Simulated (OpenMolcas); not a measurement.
**Li2H2S2 ((LiSH)2 ring): levels of theory compared**

Wanted: a comparison of 6 runs (HF/3-21G, HF/def2-SVP, PBE/3-21G, B3LYP/6-31G*, PBE0/def2-SVPD, CISD/ANO-RCC-VDZ) of Li2H2S2 ((LiSH)2 ring). 

The calculation is run with OpenMolcas 26.06.

6 further runs of the same task are left out: 2 that didn't finish, 4 set aside as unsound or not needed.

## Step 1: The molecule

Li2H2S2 has 6 atoms, charge 0, and is taken as a singlet. Geometry: a GFN2-xTB relaxation, a rough one for these elements and not checked as a minimum.

Bond lengths: Li1–S2 2.329 Å, S2–Li3 2.329 Å, Li1–S4 2.329 Å, Li3–S4 2.328 Å, S2–H5 1.316 Å, S4–H6 1.316 Å. Angles: Li1–S2–Li3 74.6°, S2–Li1–S4 103.2°, S2–Li3–S4 103.2°, Li1–S4–Li3 74.6°, Li1–S2–H5 116.8°, Li3–S2–H5 116.7°, Li1–S4–H6 116.8°, Li3–S4–H6 116.8°.

## Step 2: Energy and forces at HF/3-21G (run 1)

mol.inp

```
>>> EXPORT MOLCAS_PRINT=2

&gateway
 baslib
 $CurrDir
 basisset
 Li.3-21G....
 Li1 0.647970 -0.742730 -1.015240 angstrom
 Li3 -0.629030 0.575350 1.127910 angstrom
 End of Basis
 basisset
 S.3-21G....
 S2 1.657250 0.241650 0.838350 angstrom
 S4 -1.581330 -0.932830 -0.368780 angstrom
 End of Basis
 basisset
 H.3-21G....
 H5 2.388990 1.313420 0.617290 angstrom
 H6 -2.483840 -0.454860 -1.199530 angstrom
 End of Basis

&seward

&scf
 thresholds
 1e-10 1e-07 1e-07 1e-05
 prorbitals
 1 1

&alaska
```

The basis set 3-21G is read from a file made from the Basis Set Exchange's data (not shown).

The run is started by

```
$ export MOLCAS_MEM=1860
$ pymolcas mol.inp > mol.log
```

The program printed:

```text
--- Start Module: gateway ---
[...]
--- Stop Module: gateway /rc=_RC_ALL_IS_WELL_ ---
[...]
      Basis functions           48
[...]
--- Start Module: scf ---
[...]
       Convergence after  11 Iterations
[...]
::    Total SCF energy                               -807.2641636446
[...]
      Total spin, S                                     0.0000000000
[...]
      Total electronic charge=   40.000000
      Total            charge=   -0.000000
[...]
      Dipole Moment (debye):
      Origin of the operator (angstrom)=    0.0308   -0.2801    0.1902
                   X= -3.5759E-01               Y=  3.2695E+00               Z= -2.2244E+00           Total=  3.9705E+00
      Quadrupole Moment (debye*angstrom):
[...]
--- Stop Module: scf /rc=_RC_ALL_IS_WELL_ ---
--- Start Module: alaska ---
[...]
 *              Molecular gradients               *
 **************************************************
  Irreducible representation: a
 ------------------------------------------------------------------------------------------
                              X                       Y                       Z
 ------------------------------------------------------------------------------------------
  LI1              -2.48508913384593E-03    2.99320813946008E-03    3.77396979131550E-03
  LI3               2.40243114548155E-03   -2.05295594977573E-03   -4.45290513585928E-03
  S2                3.83112248706041E-03    1.12751433990809E-02   -4.63404104005694E-03
  S4               -5.90791067107599E-03    7.72283157535725E-03   -8.23816180901527E-03
  H5               -9.96758235938788E-03   -1.39899201023796E-02    2.66550194044302E-03
  H6                1.21270285317965E-02   -5.94830706174720E-03    1.08856362531791E-02
 ------------------------------------------------------------------------------------------
[...]
```

It took 2.5 s on 1 thread of Arm Neoverse V1, shared host; peak memory 0.38 GiB.

## Step 3: Energy and forces at HF/def2-SVP (run 2)

job.inp

```
* H2Li2S2 Hartree-Fock

&GATEWAY
  BASLIB
  $CurrDir
  COORD
  6
  angstrom
  Li       0.647970      -0.742730      -1.015240
  S        1.657250       0.241650       0.838350
  Li      -0.629030       0.575350       1.127910
  S       -1.581330      -0.932830      -0.368780
  H        2.388990       1.313420       0.617290
  H       -2.483840      -0.454860      -1.199530
  BASIS
  def2-SVP
  GROUP
  NoSym

&SEWARD

&SCF
  THRESHOLDS
  1e-10 1e-07 1e-07 1e-05
  PRORBITALS
  1 1

&ALASKA
```

The basis set def2-SVP is read from a file made from the Basis Set Exchange's data (not shown).

The run is started by

```
$ export MOLCAS_MEM=1860
$ pymolcas job.inp > job.log
```

The program printed:

```text
--- Start Module: gateway ---
[...]
--- Stop Module: gateway /rc=_RC_ALL_IS_WELL_ ---
[...]
      Basis functions           64
[...]
--- Start Module: scf ---
[...]
       Convergence after  14 Iterations
[...]
::    Total SCF energy                               -811.0225281568
[...]
      Total spin, S                                     0.0000000000
[...]
      Total electronic charge=   40.000000
      Total            charge=   -0.000000
[...]
      Dipole Moment (debye):
      Origin of the operator (angstrom)=    0.0308   -0.2801    0.1902
                   X= -2.8018E-01               Y=  2.5644E+00               Z= -1.7454E+00           Total=  3.1147E+00
      Quadrupole Moment (debye*angstrom):
[...]
--- Stop Module: scf /rc=_RC_ALL_IS_WELL_ ---
[...]
--- Start Module: alaska ---
[...]
 *              Molecular gradients               *
 **************************************************
  Irreducible representation: a
 ------------------------------------------------------------------------------------------
                              X                       Y                       Z
 ------------------------------------------------------------------------------------------
  LI1               2.51833746882202E-04   -1.39113582594885E-03    6.98107831728745E-04
  S2                1.84523515450685E-03    9.71994187217673E-03   -4.87474292823364E-03
  LI3               4.74015663127769E-05   -1.17887095406188E-03    1.01463257484125E-03
  S4               -3.73978231057581E-03    7.68198456399904E-03   -6.92951259391383E-03
  H5               -3.95276537774114E-03   -9.14897926429115E-03    3.28376544905906E-03
  H6                5.54807722059003E-03   -5.68294039188033E-03    6.80774966650466E-03
 ------------------------------------------------------------------------------------------
[...]
```

Run time: 3.9 s. Hardware: 1 thread of Arm Neoverse V1, shared host; peak memory 0.4 GiB.

Runs 3 to 4 aren't shown in full; the table further down has their settings and results.

## Step 4: Energy and gradient at PBE0/def2-SVPD (run 5)

input.xyz

```xyz
6

Li     0.647970    -0.742730    -1.015240
S      1.657250     0.241650     0.838350
Li    -0.629030     0.575350     1.127910
S     -1.581330    -0.932830    -0.368780
H      2.388990     1.313420     0.617290
H     -2.483840    -0.454860    -1.199530
```

calc.inp

```
&GATEWAY
BasLib
$CurrDir
Coord
input.xyz
Basis
def2-SVPD
Group
NoSym
&SEWARD
GridInput
Grid=UltraFine
End of Grid
&SCF
KSDFT
PBE0
Thresholds
1e-10 1e-07 1e-07 1e-05
PrOrbitals
1 2
&ALASKA
```

The basis set def2-SVPD is read from a file made from the Basis Set Exchange's data (not shown).

The run is started by

```
$ export MOLCAS_MEM=1860
$ pymolcas calc.inp > calc.log
```

The program printed:

```text
--- Start Module: gateway ---
[...]
--- Stop Module: gateway /rc=_RC_ALL_IS_WELL_ ---
[...]
      Basis functions           94
[...]
--- Start Module: scf ---
[...]
       Convergence after  12 Iterations
[...]
::    Total KS-DFT energy                            -812.2138948024
[...]
      Total spin, S                                     0.0000000000
[...]
      Total electronic charge=   40.000000
      Total            charge=   -0.000000
[...]
      Dipole Moment (debye):
      Origin of the operator (angstrom)=    0.0308   -0.2801    0.1902
                   X= -2.2881E-01               Y=  2.0959E+00               Z= -1.4267E+00           Total=  2.5457E+00
      Quadrupole Moment (debye*angstrom):
[...]
--- Stop Module: scf /rc=_RC_ALL_IS_WELL_ ---
[...]
--- Start Module: alaska ---
[...]
 *              Molecular gradients               *
 **************************************************
  Irreducible representation: a
 ------------------------------------------------------------------------------------------
                              X                       Y                       Z
 ------------------------------------------------------------------------------------------
  LI1               1.48850077536822E-03   -2.93853296539615E-03   -1.11680175238638E-03
  S2                9.19687445814876E-03    1.74216154506617E-02   -5.21118552555944E-03
  LI3              -1.12427765452883E-03   -2.43769657622517E-04    3.24613933024276E-03
  S4               -1.21595963857968E-02    9.65469730056334E-03   -1.31522932430611E-02
  H5               -7.67537242097749E-03   -1.52158335502808E-02    4.77752475013515E-03
  H6                1.02738712278168E-02   -8.67817657794556E-03    1.14566164406242E-02
 ------------------------------------------------------------------------------------------
[...]
```

It took 27 s on 1 thread of Arm Neoverse V1, shared host; peak memory 0.52 GiB.

## Step 5: A single-point energy at CISD/ANO-RCC-VDZ (DKH2) (run 6)

geom.xyz

```xyz
6

Li     0.647970    -0.742730    -1.015240
S      1.657250     0.241650     0.838350
Li    -0.629030     0.575350     1.127910
S     -1.581330    -0.932830    -0.368780
H      2.388990     1.313420     0.617290
H     -2.483840    -0.454860    -1.199530
```

calc.inp

```
&gateway
coord = geom.xyz
basis = ANO-RCC-VDZ
group = NoSym
&seward
&scf
prorbitals = 1 1
&motra
frozen = 10
&guga
electrons = 20
spin = 1
inactive = 10
active = 0
ciall = 1
&cpf
sdci
```

The run is started by

```
$ export MOLCAS_MEM=1860
$ pymolcas calc.inp > calc.log
```

The program printed:

```text
--- Start Module: gateway ---
[...]
--- Stop Module: gateway /rc=_RC_ALL_IS_WELL_ ---
[...]
      Basis functions           48
[...]
       Convergence after   9 Iterations
[...]
::    Total SCF energy                               -813.4158647624
[...]
      Total spin, S                                     0.0000000000
[...]
      *** WARNING: Default frozen orbitals is overwritten by user input.
      *** Default values:  12
[...]
--- Start Module: guga ---
[...]
--- Stop Module: guga /rc=_RC_ALL_IS_WELL_ ---
--- Start Module: cpf ---
[...]
      Active orbitals                            0       0
[...]
      Spin quantum number                      0.0
[...]
     FINAL CI ENERGY          -813.57779490
     FINAL CORRELATION ENERGY   -0.16193013  REFERENCE ENERGY    -813.41586476
[...]
     REL. CI ENERGY           -813.57779490
[...]
      Total electronic charge=   40.000000
      Total            charge=    0.000000
[...]
      Dipole Moment (debye):
      Origin of the operator (angstrom)=    0.0308   -0.2801    0.1902
                   X= -3.4911E-01               Y=  3.1919E+00               Z= -2.1717E+00           Total=  3.8764E+00
      Quadrupole Moment (debye*angstrom):
[...]
--- Stop Module: cpf /rc=_RC_ALL_IS_WELL_ ---
[...]
```

Wall time 4.2 s (1 thread of Arm Neoverse V1, shared host); peak memory 0.38 GiB.

## Step 6: Overview of the runs

```tsv
run	level	integration grid	Cartesian functions	energy (Eh)	dipole moment (D) of the reference	HOMO energy (eV)	LUMO energy (eV)	wall time
1	HF/3-21G	–	no	-807.264164	3.97	-9.11	0.53	2.5 s
2	HF/def2-SVP	–	no	-811.022528	3.11	-8.86	0.68	3.9 s
3	PBE/3-21G	UltraFine	no	-808.319912	3.55	-5.18	-1.41	9.9 s
4	B3LYP/6-31G* (Cartesian functions)	UltraFine	yes	-812.779932	2.95	-6.05	-0.97	18 s
5	PBE0/def2-SVPD	UltraFine	no	-812.213895	2.55	-6.44	-0.82	27 s
6	CISD/ANO-RCC-VDZ (DKH2)	–	no	-813.577795	4.07	-9.26	0.75	4.2 s
```

## Step 7: Results

```
                                           quantity          value
                                run 6: total energy  -813.57779 Eh
          run 6: dipole moment (mean-field density)         4.07 D
         run 6: HOMO energy (Hartree–Fock orbitals)       -9.26 eV
         run 6: LUMO energy (Hartree–Fock orbitals)        0.75 eV
       run 6: HOMO–LUMO gap (Hartree–Fock orbitals)       10.01 eV
run 6: correlation energy (10 core orbitals frozen)     -161.9 mEh
```

What this shows: Over runs 1, 2, 3, 4, 5 the dipole moment (its size) runs from 2.55 D (PBE0/def2-SVPD) to 3.97 D (HF/3-21G). The two ends differ in method and basis. Over runs 1, 2, 3, 4, 5 the HOMO–LUMO gap runs from 3.77 eV (PBE/3-21G) to 9.64 eV (HF/3-21G). Exact exchange widens orbital gaps. Totals of different functionals can't be ranked against each other. Some runs of one species differ in core potentials or relativity; totals across that change don't compare. All runs together took 66 s, the longest 27 s.
